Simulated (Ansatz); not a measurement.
**C₃H₇AlO₂: one species, many methods**

One table from this session's results is given with a row withheld; the runs are named, their logs left out.

Method: functionals in def2-TZVPP, the program's frozen cores in correlated methods; program: Ansatz 0.2.0, Gaussian basis.

Plan: LDA (SPW92), PBE-D4, revPBE-D4, BLYP-D4, r2SCAN-D4, B97M-V, PBE0-D4, B3LYP-D4, r2SCANh-D4, r2SCAN0-D4, HSE06-D4, BHLYP-D4, CAM-B3LYP-D4, LC-ωPBE, ωB97X-V, ωB97M-V, B2PLYP, PBE-QIDH; CCSD(T)/def2-SVP; CCSD(T)/def2-TZVPP; MP2/def2-QZVPP; extrapolation to the limit; RPA on PBE.

## Structure used throughout

All runs share one geometry, relaxed beforehand with PBE0-D4 in a triple-zeta def2 set.

SMILES `O/C=C(/O)[CH2][AlH2]`, 13 atoms, charge 0, spin multiplicity 1.

Atoms are counted from 1 here; the program's logs count them from 0.

Bond lengths: O1–C2 1.381 Å, O1–H7 0.961 Å, C2–C3 1.377 Å, C2–H8 1.086 Å, C3–O4 1.347 Å, C3–C5 1.453 Å, O4–H9 0.963 Å, C5–Al6 2.039 Å, C5–H10 1.087 Å, C5–H11 1.086 Å, Al6–H12 1.587 Å, Al6–H13 1.586 Å. Angles: C2–O1–H7 109.5°, O1–C2–C3 117.4°, O1–C2–H8 118.3°, C3–C2–H8 119.8°, C2–C3–O4 116.3°, C2–C3–C5 121.2°, O4–C3–C5 120.4°, C3–O4–H9 109.2°, C3–C5–Al6 76.4°, C3–C5–H10 114.0°, C3–C5–H11 115.4°, Al6–C5–H10 108.2°, Al6–C5–H11 124.7°, H10–C5–H11 113.2°, C5–Al6–H12 114.5°, C5–Al6–H13 119.1°, H12–Al6–H13 124.8°.

The first run:

File in.yaml:

```yaml
crystal:
  periodic: [false, false, false]
  atoms:
    - {symbol: O, position_ang: [-1.131679, 1.629366, 0.478047]}
    - {symbol: C, position_ang: [-1.228816, 0.339456, -0.006903]}
    - {symbol: C, position_ang: [-0.210382, -0.111149, -0.817143]}
    - {symbol: O, position_ang: [-0.477498, -1.201766, -1.560416]}
    - {symbol: C, position_ang: [1.161297, 0.325084, -0.615885]}
    - {symbol: Al, position_ang: [0.661599, -0.528166, 1.166957]}
    - {symbol: H, position_ang: [-1.353815, 1.638236, 1.413358]}
    - {symbol: H, position_ang: [-2.214057, -0.111884, -0.076982]}
    - {symbol: H, position_ang: [0.351066, -1.607923, -1.834654]}
    - {symbol: H, position_ang: [1.267050, 1.395471, -0.462241]}
    - {symbol: H, position_ang: [1.886997, -0.081114, -1.314008]}
    - {symbol: H, position_ang: [0.769450, -2.110869, 1.190751]}
    - {symbol: H, position_ang: [0.539187, 0.390457, 2.453918]}
basis:
  gaussian: {orbitals: def2-TZVPP}
hamiltonian: {xc: lda}
output: {orbitals: {seedname: orbitals}}
```

Among the steps run: LDA; PBE-D4 (GGA); revPBE-D4 (GGA); BLYP-D4 (GGA); r2SCAN-D4 (meta-GGA); B97M-V (meta-GGA); PBE0-D4 (hybrid); B3LYP-D4 (hybrid); r2SCANh-D4 (hybrid); r2SCAN0-D4 (hybrid); HSE06-D4 (hybrid); BHLYP-D4 (hybrid); CAM-B3LYP-D4 (range-separated); LC-ωPBE (range-separated); ωB97X-V (range-separated); ωB97M-V (range-separated); B2PLYP (double hybrid); PBE-QIDH (double hybrid).

One table of the session follows, with a row left open; its other results are not shown here.

It belongs to the step «Frontier levels by functional». 

| functional | HOMO (eV) | gap (eV) |
| --- | --- | --- |
| LDA (SPW92) | -5.58 | 4.17 |
| PBE-D4 | -5.40 | 4.21 |
| revPBE-D4 | -5.34 | 4.23 |
| BLYP-D4 | ? | ? |
| r2SCAN-D4 | -5.59 | 4.59 |
| B97M-V | -5.69 | 4.70 |
| PBE0-D4 | -6.51 | 6.22 |
| B3LYP-D4 | -6.32 | 5.80 |
| r2SCANh-D4 | -6.01 | 5.34 |
| r2SCAN0-D4 | -6.64 | 6.47 |
| HSE06-D4 | -6.12 | 5.45 |
| BHLYP-D4 | -7.50 | 8.16 |
| CAM-B3LYP-D4 | -7.79 | 8.56 |
| LC-ωPBE | -9.06 | 10.90 |
| ωB97X-V | -8.74 | 10.47 |
| ωB97M-V | -8.63 | 10.03 |

Q: Estimate the row for BLYP-D4 from the others.

Worked estimate for «HOMO (eV)». Against the share of exact exchange, B3LYP-D4 (0.2, -6.32), BHLYP-D4 (0.5, -7.50) give a slope of -3.93 per unit share; at 0 the line stands at -5.53.

As computed: HOMO (eV): -5.27; gap (eV): 4.19. In «HOMO (eV)» the line misses by -0.26.
